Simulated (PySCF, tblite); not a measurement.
# C5H9F3O2Si: geometry, infrared bands and NMR shifts

What infrared bands and NMR shifts should C5H9F3O2Si (`CC[C@@H]1O[SiH2]O[C@@H]1C(F)(F)F`) show?

Programs: tblite 0.8.0 and PySCF 2.14.0, with density-fitted response routines of our own. Each step states its level of theory. These are calculated values for one molecule in the gas phase, unless marked as measured. Atoms count from 0, in the outputs and in this text.

### Step 1. The molecule as given

20 atoms, charge 0, multiplicity 1; geometry from: force field or distance geometry start.

Bonds of the start (Å): C0–C1 1.54, C1–C2 1.53, C2–O3 1.45, O3–Si4 1.68, Si4–O5 1.67, O5–C6 1.46, C6–C7 1.53, C7–F8 1.35, C7–F9 1.36, C7–F10 1.36, C6–C2 1.56, C0–H11 1.09, C0–H12 1.08, C0–H13 1.09, C1–H14 1.09, C1–H15 1.11, C2–H16 1.09, Si4–H17 1.48, Si4–H18 1.47, C6–H19 1.11.

### Step 2. Optimising the geometry with GFN2-xTB

Job settings and geometry (Å):

```
{"job": {"kind": "relax", "xc": "GFN2-xTB", "basis": "xTB"}, "charge": 0, "multiplicity": 1}
C      2.623800    -0.169800    -0.551900
C      1.329100     0.588700    -0.218900
C      0.280100    -0.342600     0.391500
O     -0.129900    -1.320000    -0.592000
Si    -1.652000    -1.885000    -0.145000
O     -2.024700    -0.714900     0.991900
C     -1.023900     0.348100     0.888700
C     -1.501800     1.534300     0.050200
F     -0.627900     2.557700     0.110200
F     -2.696100     1.998600     0.510700
F     -1.677100     1.211400    -1.256600
H      2.429800    -0.946700    -1.298700
H      3.355300     0.526100    -0.946700
H      3.045700    -0.640800     0.336700
H      0.960900     1.051400    -1.131200
H      1.569000     1.386600     0.511500
H      0.722400    -0.884600     1.233100
H     -2.584400    -1.801100    -1.294800
H     -1.555700    -3.209400     0.493400
H     -0.847800     0.722600     1.915000
```

On the command line:

```bash
$ OMP_NUM_THREADS=1 python probes_run.py task.json out
```

This one command runs all jobs of the session in turn.

**Question.** This job is followed by: GFN2-xTB harmonic vibrations, gas phase; GIAO PBE0/pcSseg-1 NMR shielding, non-relativistic, gas phase. What will the session give for the following? strongest single infrared mode (GFN2-xTB); zero-point energy (GFN2-xTB); 13C shifts against TMS (PBE0/pcSseg-1); 1H shifts against TMS (PBE0/pcSseg-1, means over atoms taken as alike); 17O shifts against H2O (PBE0/pcSseg-1); 29Si shifts against TMS (PBE0/pcSseg-1); 19F shifts against CFCl3 (PBE0/pcSseg-1, means over atoms taken as alike).

**Answer**, as computed:

| quantity | value |
| --- | --- |
| strongest single infrared mode (GFN2-xTB) | 2374 cm⁻¹, 365 km/mol |
| zero-point energy (GFN2-xTB) | 87.9 kcal/mol |
| 13C shifts against TMS (PBE0/pcSseg-1) | 133.9, 79.4, 78.2, 29.3, 14.6 ppm |
| 1H shifts against TMS (PBE0/pcSseg-1, means over atoms taken as alike) | 5.09, 5.07, 4.36, 4.13, 1.91, 1.74, 1.31 ppm |
| 17O shifts against H2O (PBE0/pcSseg-1) | 50.4, 47.7 ppm |
| 29Si shifts against TMS (PBE0/pcSseg-1) | -0.3 ppm |
| 19F shifts against CFCl3 (PBE0/pcSseg-1, means over atoms taken as alike) | -88.5 ppm |

In words: Over 68 steps the energy fell by 0.321 eV; of the close pairs, O5–C6 changed most, 1.464 to 1.385 Å. All 54 modes are real, so the xTB geometry is a minimum. The strongest single mode, at 2374 cm⁻¹, moves mainly H18 and H17. Unscaled tight-binding wavenumbers are off by several per cent, some by more. Its intensities can rank the bands wrongly. At PBE0/pcSseg-1: Shielding is most anisotropic at F8, F9, F10 (span 162 ppm, paramagnetic term -215 ppm).
